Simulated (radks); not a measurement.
# Taking charge from the 3d level of Cu⁺ in fractions

One table from this session's results is given with a row withheld; the runs are named, their logs left out.

Program: radks (a radial shooting solver on a logarithmic mesh, Libxc functionals) version 1. Level of theory: scalar-relativistic Kohn-Sham, PBE, spin-unpolarised, spherical densities, point nucleus. These are calculated values, not measurements, unless marked.

## Starting point

- element: copper (Z = 29)
- charge: +1
- electrons: 28
- configuration: [Ar] 3d10

Outer shells as boxes (Hund's rule):

Cu⁺
```
[Ar] core
3d [↑↓][↑↓][↑↓][↑↓][↑↓]
```

The first run:

Settings of this run:

```text
Z 29
configuration [Ar] 3d10
relativity scalar-relativistic
functional pbe,pbe
spin unpolarised
nucleus point
c 137.035999084
```

Steps of the session up to this table: Start: [Ar] 3d10.

One of the session's tables, all rows but one given; the rest of the session is left out.

It belongs to the step «Start: [Ar] 3d10». From the orbitals of this run (lengths in bohr):

```
level      <r>  outermost maximum (interpolated)  90 % within  nodes
   1s  0.05213                            0.0341       0.0931      0
   2s   0.2352                             0.197        0.364      1
   2p   0.2064                             0.158        0.338      0
   3s   0.7127                             0.614         1.07      2
   3p   0.7505                             0.620         1.16      1
   3d        ?                                 ?            ?      ?
```

Q: Estimate the row for 3d from the others.

The run gave: <r>: 1.015; outermost maximum (interpolated): 0.604; 90 % within: 1.83; nodes: 0. In the column «<r>» it is the highest.
